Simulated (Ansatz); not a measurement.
**TePb: the crystal squeezed far**

An exercise on one series of results from a longer session: the logs are not shown, and one member is left open.

Method: DFT PBE, with the methods named in each step, in Ansatz 0.2.0.

### The starting structure

Symmetry: Fm-3m, No. 225, cubic system. Conventional cell: a = 6.171 Å, b = 6.171 Å, c = 6.171 Å, α = 90.00°, β = 90.00°, γ = 90.00°. Around Pb (site symmetry m-3m) lie 6 Te at 3.09 Å. Te (site symmetry m-3m) has 6 Pb at 3.09 Å as nearest neighbours.

As a file:

```cif
data_structure
_symmetry_space_group_name_H-M 'P 1'
_symmetry_Int_Tables_number 1
_cell_length_a 4.3634
_cell_length_b 4.3634
_cell_length_c 4.3634
_cell_angle_alpha 60.000
_cell_angle_beta 60.000
_cell_angle_gamma 60.000
_cell_volume 58.74
loop_
_atom_site_label
_atom_site_type_symbol
_atom_site_fract_x
_atom_site_fract_y
_atom_site_fract_z
_atom_site_occupancy
Pb1 Pb 0.00000 0.00000 0.00000 1
Te1 Te 0.50000 0.50000 0.50000 1
```

Whether this phase is the stable one at these pressures isn't tested.

Atoms are numbered in the order of the input: Pb1, Te2.

Set-up of the first run:

Contents of input.yaml:

```yaml
crystal:
  lattice:
    - [0.0, 3.085379018, 3.085379018]
    - [3.085379018, 0.0, 3.085379018]
    - [3.085379018, 3.085379018, 0.0]
  atoms:
    - { symbol: Pb, position: [0.0, 0.0, 0.0] }
    - { symbol: Te, position: [0.5, 0.5, 0.5] }
kpoints:
  mp_grid: { grid: [11, 11, 11] }
scf:
  occupations: { method: fermi_dirac, width: 0.1 }
hamiltonian:
  xc: pbe
  pseudopotentials: { kind: paw }
output:
  forces: true
  stress: true
relax:
  f_tol: 0.005
  max_steps: 40
  cell: {}
```

Run with:

```bash
$ ansatz run input.yaml --threads 1 --pin off --max-ram 2048MiB --backend cpu --events-out ev --progress --plain --runs-dir out
```

Steps of the session up to this table: Cell relaxed at zero pressure, PAW; Volume scaled by 1, PAW; Volume scaled by 0.94, PAW; Volume scaled by 0.88, PAW; Volume scaled by 0.8, PAW; Volume scaled by 0.72, PAW; Volume scaled by 0.64, PAW; Volume scaled by 0.55, PAW; Volume scaled by 0.55, PAW (source ansatz).

One of the session's tables, all rows but one given; the rest of the session is left out.

| method | volume over the first | volume (Å³/atom) | pressure (GPa) |
| --- | --- | --- | --- |
| PAW | 1 | 35.404 | 0.04 |
| PAW | 0.94 | 33.280 | 2.79 |
| PAW | 0.88 | 31.156 | 6.63 |
| PAW | 0.8 | 28.324 | 14.29 |
| PAW | 0.72 | ? | ? |
| PAW | 0.64 | 22.659 | 46.86 |
| PAW | 0.55 | 19.472 | 87.63 |
| PAW (source ansatz) | 0.55 | 19.472 | 87.78 |

Q: Estimate the row for PAW, 0.72 from the others.

The run gave: volume (Å³/atom): 25.491; pressure (GPa): 26.59. In the column «volume (Å³/atom)» it lies between PAW, 0.64 (22.659) and PAW, 0.8 (28.324).
